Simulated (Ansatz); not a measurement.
I need Fermi-surface readings of LaPt₃, space group Pm-3m. Use the Ansatz DFT code, driven from Python. Use: LDA, PAW, cutoff 510 eV, 6×6×6 k-points, Methfessel-Paxton smearing of 0.1 eV.

```yaml
crystal:
  lattice:
    - [4.07450, 0.00000, 0.00000]
    - [0.00000, 4.07450, 0.00000]
    - [0.00000, 0.00000, 4.07450]
  atoms:
    - { symbol: La, position: [0.00000, 0.00000, 0.00000] }
    - { symbol: Pt, position: [0.00000, 0.50000, 0.50000] }
    - { symbol: Pt, position: [0.50000, 0.00000, 0.50000] }
    - { symbol: Pt, position: [0.50000, 0.50000, 0.00000] }
```

`fermi_lapt3.py`:
```python
"""Fermi surface readings for LaPt3."""

import ansatz as az

params = {
    "cutoff_ev": 510,
    "occupations": "methfessel_paxton",
}


def main() -> None:
    structure = (
        az.Lattice.of((4.0745, 0.0, 0.0), (0.0, 4.0745, 0.0), (0.0, 0.0, 4.0745))
        .atom("La", (0.0, 0.0, 0.0))
        .atom("Pt", (0.0, 0.5, 0.5))
        .atom("Pt", (0.5, 0.0, 0.5))
        .atom("Pt", (0.5, 0.5, 0.0))
    )

    calculation = (
        structure.calculation()
        .functional(az.Functional.LDA)
        .basis(params["cutoff_ev"])
        .kpoints(6)
        .occupations(params["occupations"])
        .eigenstates(nscf_kmesh=(8, 8, 8), level_slopes=True)
    )
    surface = calculation.run().fermi_surface().to_plain()
    for way, reading in surface.items():
        if reading:
            rho_lambda = [f"{v:.3e}" for v in reading["resistivity_times_mean_free_path_ohm_m2"]]
            print(f"{way:24s} area {reading['spin_summed_area_per_ang2']:8.3f} 1/A^2  rho*lambda (ohm m^2) {rho_lambda}")


if __name__ == "__main__":
    main()
```

```console
$ python fermi_lapt3.py
by_tetrahedra            area   24.526 1/A^2  rho*lambda (ohm m^2) ['1.247e-15', '1.247e-15', '1.247e-15']
by_slopes                area   23.911 1/A^2  rho*lambda (ohm m^2) ['1.279e-15', '1.279e-15', '1.279e-15']
on_every_second_point    area   24.359 1/A^2  rho*lambda (ohm m^2) ['1.255e-15', '1.255e-15', '1.255e-15']
```

Reading the output:
- For a metal this k-point mesh is coarse: on a finer one energies can move by several to tens of meV an atom and pressures by half a GPa or more, differences at one mesh by less.
- Spin-orbit coupling, which matters for elements this heavy, is left out.
- The structure is a deposited one; some such entries were measured under pressure or heat, so a shift against it needn't be the functional's error alone.
- The three readings differ by the mesh error.
- It ran for 8.9 s on 1 thread of Arm Neoverse V2 (shared host), peak memory 0.42 GiB.

(Lines on the test bed's own set-up are left out of the output.)
